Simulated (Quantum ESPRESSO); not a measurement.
Input of a Quantum ESPRESSO 7.5 run:

File pw.in:

```
&CONTROL
  calculation = 'scf'
  prefix = 'pwscf'
  outdir = './tmp'
  pseudo_dir = './pseudo'
  tprnfor = .true.
  tstress = .true.
  disk_io = 'nowf'
  forc_conv_thr = 0.0001
/
&SYSTEM
  ibrav = 0
  nat = 1
  ntyp = 1
  ecutwfc = 56
  ecutrho = 450
  nbnd = 11
  occupations = 'smearing'
  smearing = 'mp'
  degauss = 0.01469973
/
&ELECTRONS
  conv_thr = 2d-10
  electron_maxstep = 120
  mixing_beta = 0.5
/
ATOMIC_SPECIES
Au   196.9666 au_pbe_v1.uspp.F.UPF
CELL_PARAMETERS angstrom
   0.0000000000    2.0788010000    2.0788010000
   2.0580129900    0.0000000000    2.0788010000
   2.0580129900    2.0788010000    0.0000000000
ATOMIC_POSITIONS crystal
Au     0.0000000000    0.0000000000    0.0000000000
K_POINTS automatic
32 32 32 0 0 0
```

Potentials or basis: GBRV 1.5 PBE.

The run is started by

```sh
$ OMP_NUM_THREADS=1 mpirun -n 4 pw.x -nk 4 -in pw.in > pw.out
```

**Question.** Predict the band gap on the k mesh.

**Answer.** None (metal or under the smearing width).

**Question.** Estimate the pressure.

**Answer.** 1.1 GPa.

Stress tensor (GPa, compression positive):
```
1.26 0.00 0.00
0.00 1.00 0.00
0.00 0.00 1.00
```

Spin-orbit coupling is left out, which matters for the levels of Au.
